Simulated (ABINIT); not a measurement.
# B (Pm-3m) in ABINIT: further runs

One crystal, B, is run at these levels: AM05, LDA, PBE+D3(BJ); tasks: relaxation of cell and atoms, single point.

Program: ABINIT 10.8.3 (patched build). These are calculated values, not measurements. Logs are shortened: lines on timing, memory, paths and dates and some standing lists are left out, and cuts for length are marked. The log counts tension as positive stress, the text compression.

## 1. The structure

Symmetry: Pm-3m, No. 221, cubic system. The conventional cell has a = 1.885 Å, b = 1.885 Å, c = 1.885 Å, α = 90.00°, β = 90.00°, γ = 90.00°. B (site symmetry m-3m) is surrounded by 6 B at 1.89 Å.

The cell was built by a generator and needn't be a form met in nature.

## 2. Relaxation of cell and atoms, AM05

The input, run.abi:

```
# Pseudopotentials
pp_dirpath "./"
pseudos "B.upf"

# Structure
acell 3*1.0 Angstrom
rprim
     1.8852400000     0.0000000000     0.0000000000
     0.0000000000     1.8852400000     0.0000000000
     0.0000000000     0.0000000000     1.8852400000
ntypat 1
znucl 5
natom 1
typat 1
chkprim 0
chksymtnons 0
tolsym 1.0e-6
xred
            1/2            1/2            1/2

# Plane-wave basis
ecut 38.0
ecutsm 0.5

# k points
kptopt 1
ngkpt 10 10 10
nshiftk 1
shiftk 0.0 0.0 0.0

# Exchange and correlation
ixc -120135

# Bands and occupations
nband 6
occopt 3
tsmear 0.00183747

# SCF cycle
nstep 80
tolvrs 1.0e-12

# Output
iomode 3
prteig 0
prtebands 0
prtwf 0
prtden 0

# Relaxation
ionmov 2
optcell 2
ntime 50
tolmxf 2.0e-5
dilatmx 1.08
```

Potentials or basis: PseudoDojo NC SR PBEsol v0.4 stringent.

On the command line:

```bash
abinit run.abi > log 2>&1
```

run.abo:

```text
.Version 10.8.3 of ABINIT
 Symmetries : space group Pm -3 m (#221); Bravais cP (primitive cubic)
================================================================================
 Values of the parameters that define the memory need of the present run
     intxc =       0    ionmov =       2      iscf =       7    lmnmax =       4
     lnmax =       4     mgfft =      24  mpssoang =       2    mqgrid =    3001
     natom =       1  nloc_mem =       1    nspden =       1   nspinor =       1
    nsppol =       1      nsym =      48    n1xccc =    2501    ntypat =       1
    occopt =       3   xclevel =       2
       mpw =         656          nfft =       13824          nkpt =          56
================================================================================
================================================================================

--------------------------------------------------------------------------------
------------- Echo of variables that govern the present computation ------------
--------------------------------------------------------------------------------
 -outvars: echo values of preprocessed input variables --------
            acell      1.8897261259E+00  1.8897261259E+00  1.8897261259E+00 Bohr
              amu      1.08110000E+01
          chkprim           0
      chksymtnons           0
          dilatmx      1.08000000E+00
             ecut      3.80000000E+01 Hartree
           ecutsm      5.00000000E-01 Hartree
           ionmov           2
                       outvar_i_n : Printing only first  50 k-points.
              ixc     -120135
                       outvar_i_n : Printing only first  50 k-points.
         kptrlatt       10    0    0      0   10    0      0    0   10
          kptrlen      3.56258728E+01
            natom           1
            nband           6
            ngfft          24      24      24
             nkpt          56
            nstep          80
             nsym          48
            ntime          50
           ntypat           1
                       prtocc : prtvol=0, do not print more k-points.
           occopt           3
          optcell           2
           prtden           0
        prtebands           0
           prteig           0
            prtwf           0
            rprim      1.8852400000E+00  0.0000000000E+00  0.0000000000E+00
                       0.0000000000E+00  1.8852400000E+00  0.0000000000E+00
                       0.0000000000E+00  0.0000000000E+00  1.8852400000E+00
          spgroup         221
           tolmxf      2.00000000E-05
           tolsym      1.00000000E-06
           tolvrs      1.00000000E-12
           tsmear      1.83747000E-03 Hartree
            typat      1
                       outvars : Printing only first  50 k-points.
           xangst      9.4262000000E-01  9.4262000000E-01  9.4262000000E-01
            xcart      1.7812936408E+00  1.7812936408E+00  1.7812936408E+00
             xred      5.0000000000E-01  5.0000000000E-01  5.0000000000E-01
            znucl        5.00000

================================================================================

 chkinp: Checking input parameters for consistency.

================================================================================
== DATASET  1 ==================================================================

--- !DatasetInfo
iteration_state: {dtset: 1, }
dimensions: {natom: 1, nkpt: 56, mband: 6, nsppol: 1, nspinor: 1, nspden: 1, mpw: 656, }
cutoff_energies: {ecut:  38.0, pawecutdg:  -1.0, }
electrons: {nelect:   3.00000000E+00, charge:   0.00000000E+00, occopt:   3.00000000E+00, tsmear:   1.83747000E-03, }
meta: {optdriver: 0, ionmov: 2, optcell: 2, iscf: 7, paral_kgb: 0, }
...

 Real(R)+Recip(G) space primitive vectors, cartesian coordinates (Bohr,Bohr^-1):
 R(1)=  3.5625873  0.0000000  0.0000000  G(1)=  0.2806949  0.0000000  0.0000000
 R(2)=  0.0000000  3.5625873  0.0000000  G(2)=  0.0000000  0.2806949  0.0000000
 R(3)=  0.0000000  0.0000000  3.5625873  G(3)=  0.0000000  0.0000000  0.2806949
 Unit cell volume ucvol=  4.5216458E+01 bohr^3
 Angles (23,13,12)=  9.00000000E+01  9.00000000E+01  9.00000000E+01 degrees

 getcut: wavevector=  0.0000  0.0000  0.0000  ngfft=  24  24  24
         ecut(hartree)=     44.323   => boxcut(ratio)=   2.24784

 getcut : COMMENT -
  Note that boxcut > 2.2 ; recall that boxcut=Gcut(box)/Gcut(sphere) = 2
  is sufficient for exact treatment of convolution.
  Such a large boxcut is a waste : you could raise ecut
  e.g. ecut=   55.988807 Hartrees makes boxcut=2

--- Pseudopotential description ------------------------------------------------
- pspini: atom type   1  psp file is ./B.upf
   5.00000   3.00000  180301                  znucl, zion, pspdat
12 -116133 1 -1 1534                          pspcod,pspxc,lmax,lloc,mmax
     nproj     2     2

   9.60463528E+00                                ecore*ucvol(ha*bohr**3)
--------------------------------------------------------------------------------

================================================================================

=== [ionmov= 2] Broyden-Fletcher-Goldfarb-Shanno method (forces)
================================================================================

--- Iteration: ( 1/50) Internal Cycle: (1/1)
--------------------------------------------------------------------------------

---SELF-CONSISTENT-FIELD CONVERGENCE--------------------------------------------

--- !BeginCycle
iteration_state: {dtset: 1, itime: 1, icycle: 1, }
solver: {iscf: 7, nstep: 80, nline: 4, wfoptalg: 0, }
tolerances: {tolvrs: 1.00E-12, }
...

     iter   Etot(hartree)      deltaE(h)  residm     vres2
 ETOT  1  -2.8919518982827    -2.892E+00 1.774E-01 5.846E-01
 ETOT  2  -2.8946025736079    -2.651E-03 7.125E-03 4.298E-03
 ETOT  3  -2.8946030085656    -4.350E-07 1.599E-03 2.069E-05
 ETOT  4  -2.8946030099643    -1.399E-09 1.602E-04 1.300E-07
 ETOT  5  -2.8946030099704    -6.163E-12 5.012E-05 2.109E-10
 ETOT  6  -2.8946030099705    -2.531E-14 4.437E-05 1.814E-13

 At SCF step    6       vres2   =  1.81E-13 < tolvrs=  1.00E-12 =>converged.

 Cartesian components of stress tensor (hartree/bohr^3)
  sigma(1 1)=  1.63824559E-04  sigma(3 2)=  0.00000000E+00
  sigma(2 2)=  1.63824559E-04  sigma(3 1)=  0.00000000E+00
  sigma(3 3)=  1.63824559E-04  sigma(2 1)=  0.00000000E+00

--- !ResultsGS
iteration_state: {dtset: 1, itime: 1, icycle: 1, }
comment   : Summary of ground state results
lattice_vectors:
- [  3.5625873,   0.0000000,   0.0000000, ]
- [  0.0000000,   3.5625873,   0.0000000, ]
- [  0.0000000,   0.0000000,   3.5625873, ]
lattice_lengths: [   3.56259,    3.56259,    3.56259, ]
lattice_angles: [ 90.000,  90.000,  90.000, ] # degrees, (23, 13, 12)
lattice_volume:   4.5216458E+01
convergence: {deltae: -2.531E-14, res2:  1.814E-13, residm:  4.437E-05, diffor: null, }
etotal    :  -2.89460301E+00
entropy   :   0.00000000E+00
fermie    :   3.10436893E-01
[... 275 lines left out ...]
 Cartesian coordinates (xcart) [bohr]
  1.76914203382848E+00  1.76914203382848E+00  1.76914203382848E+00
 Reduced coordinates (xred)
  5.00000000000000E-01  5.00000000000000E-01  5.00000000000000E-01
 Cartesian forces (fcart) [Ha/bohr]; max,rms= 0.00000E+00 0.00000E+00 (free atoms)
 -0.00000000000000E+00 -0.00000000000000E+00 -0.00000000000000E+00
 Gradient of E wrt nuclear positions in reduced coordinates (gred)
  0.00000000000000E+00  0.00000000000000E+00  0.00000000000000E+00
 Scale of Primitive Cell (acell) [bohr]
  3.53828406765696E+00  3.53828406765696E+00  3.53828406765696E+00
 Real space primitive translations (rprimd) [bohr]
  3.53828406765696E+00  0.00000000000000E+00  0.00000000000000E+00
  0.00000000000000E+00  3.53828406765696E+00  0.00000000000000E+00
  0.00000000000000E+00  0.00000000000000E+00  3.53828406765696E+00
 Unitary Cell Volume (ucvol) [Bohr^3]=  4.42973851314784E+01
 Angles (23,13,12)= [degrees]
  9.00000000000000E+01  9.00000000000000E+01  9.00000000000000E+01
 Lengths [Bohr]
  3.53828406765696E+00  3.53828406765696E+00  3.53828406765696E+00
 Stress tensor in cartesian coordinates (strten) [Ha/bohr^3]
  7.45214931690413E-09  0.00000000000000E+00  0.00000000000000E+00
  0.00000000000000E+00  7.45214932037358E-09  0.00000000000000E+00
  0.00000000000000E+00  0.00000000000000E+00  7.45214932210830E-09
 Total energy (etotal) [Ha]= -2.89467964731964E+00

 Difference of energy with previous step (new-old):
           Absolute (Ha)=-3.97427E-09
           Relative     =-1.37296E-09

 At Broyd/MD step   4, gradients are converged :
  max grad (force/stress) = 7.4521E-07 < tolmxf= 2.0000E-05 ha/bohr (free atoms)

================================================================================

 ----iterations are completed or convergence reached----

 Mean square residual over all n,k,spin=   60.655E-11; max=  20.380E-08
 reduced coordinates (array xred) for    1 atoms
       0.500000000000      0.500000000000      0.500000000000
 rms dE/dt=  0.0000E+00; max dE/dt=  0.0000E+00; dE/dt below (all hartree)
    1       0.000000000000      0.000000000000      0.000000000000

 cartesian coordinates (angstrom) at end:
    1      0.93618964651749     0.93618964651749     0.93618964651749

 cartesian forces (hartree/bohr) at end:
    1     -0.00000000000000    -0.00000000000000    -0.00000000000000
 frms,max,avg= 0.0000000E+00 0.0000000E+00   0.000E+00  0.000E+00  0.000E+00 h/b

 cartesian forces (eV/Angstrom) at end:
    1     -0.00000000000000    -0.00000000000000    -0.00000000000000
 frms,max,avg= 0.0000000E+00 0.0000000E+00   0.000E+00  0.000E+00  0.000E+00 e/A
 length scales=  3.538284067657  3.538284067657  3.538284067657 bohr
              =  1.872379293035  1.872379293035  1.872379293035 angstroms
 Fermi (or HOMO) energy (hartree) =   0.31902   Average Vxc (hartree)=  -0.46304
 Eigenvalues (hartree) for nkpt=  56  k points:
 kpt#   1, nband=  6, wtk=  0.00100, kpt=  0.0000  0.0000  0.0000 (reduced coord)
  -0.26761    0.83076    0.83076    0.83076    1.21968    1.21968
      occupation numbers for kpt#   1
   2.00000    0.00000    0.00000    0.00000    0.00000    0.00000
 prteigrs : prtvol=0 or 1, do not print more k-points.

--- !EnergyTerms
iteration_state     : {dtset: 1, itime: 4, icycle: 1, }
comment             : Components of total free energy in Hartree
kinetic             :  1.94233769262637E+00
hartree             :  3.45305453803250E-02
xc                  : -1.20274351634443E+00
Ewald energy        : -3.60848321206655E+00
psp_core            :  2.16821721006507E-01
local_psp           : -3.70435457707445E-01
non_local_psp       :  9.35006326529161E-02
internal            : -2.89447159445230E+00
'-kT*entropy'       : -2.08052867336950E-04
total_energy        : -2.89467964731964E+00
total_energy_eV     : -7.87682459415948E+01
band_energy         :  3.03668847042415E-01
...

 Cartesian components of stress tensor (hartree/bohr^3)
  sigma(1 1)=  7.45214932E-09  sigma(3 2)=  0.00000000E+00
  sigma(2 2)=  7.45214932E-09  sigma(3 1)=  0.00000000E+00
  sigma(3 3)=  7.45214932E-09  sigma(2 1)=  0.00000000E+00

-Cartesian components of stress tensor (GPa)         [Pressure= -2.1925E-04 GPa]
- sigma(1 1)=  2.19249802E-04  sigma(3 2)=  0.00000000E+00
- sigma(2 2)=  2.19249803E-04  sigma(3 1)=  0.00000000E+00
- sigma(3 3)=  2.19249803E-04  sigma(2 1)=  0.00000000E+00

== END DATASET(S) ==============================================================
================================================================================

 -outvars: echo values of variables after computation  --------
            acell      3.5382840677E+00  3.5382840677E+00  3.5382840677E+00 Bohr
           etotal     -2.8946796473E+00
            fcart     -0.0000000000E+00 -0.0000000000E+00 -0.0000000000E+00
           strten      7.4521493169E-09  7.4521493204E-09  7.4521493221E-09
                       0.0000000000E+00  0.0000000000E+00  0.0000000000E+00
           xangst      9.3618964652E-01  9.3618964652E-01  9.3618964652E-01
             xred      5.0000000000E-01  5.0000000000E-01  5.0000000000E-01
 Calculation completed.
```

Wall time 10 s (1 thread of Arm Neoverse V1, shared host); peak memory 0.06 GiB.

Results:

- Free energy: -78.7682 eV
- Relaxed volume: 6.56 Å³/atom
- Relaxed cell: a = 1.872 Å, b = 1.872 Å, c = 1.872 Å, α = 90.00°, β = 90.00°, γ = 90.00°
- Space group after relaxing (to 0.05 Å): Pm-3m (No. 221)
- Energy gained by relaxing: 2.1 meV/atom
- Ionic steps: 4
- Pressure after relaxing: 0.0 GPa
- Band gap on the k mesh: none (metal or under the smearing width)

Step by step:
```tsv
step	energy change (eV)	largest force (eV/Å)	pressure (GPa)	volume (Å³)
1	0.0000	0.0000	-4.82	6.70
2	-0.0019	0.0000	-1.39	6.60
3	-0.0021	0.0000	0.04	6.56
4	-0.0021	0.0000	0.00	6.56
```

Final structure:
```
B
1.0
     1.87238    0.00000    0.00000
     0.00000    1.87238    0.00000
     0.00000    0.00000    1.87238
B
1
Direct
  0.50000 0.50000 0.50000
```

Caveat: the potentials were made for another functional, which shifts forces and pressure.

(Continued in part 2 of 2.)
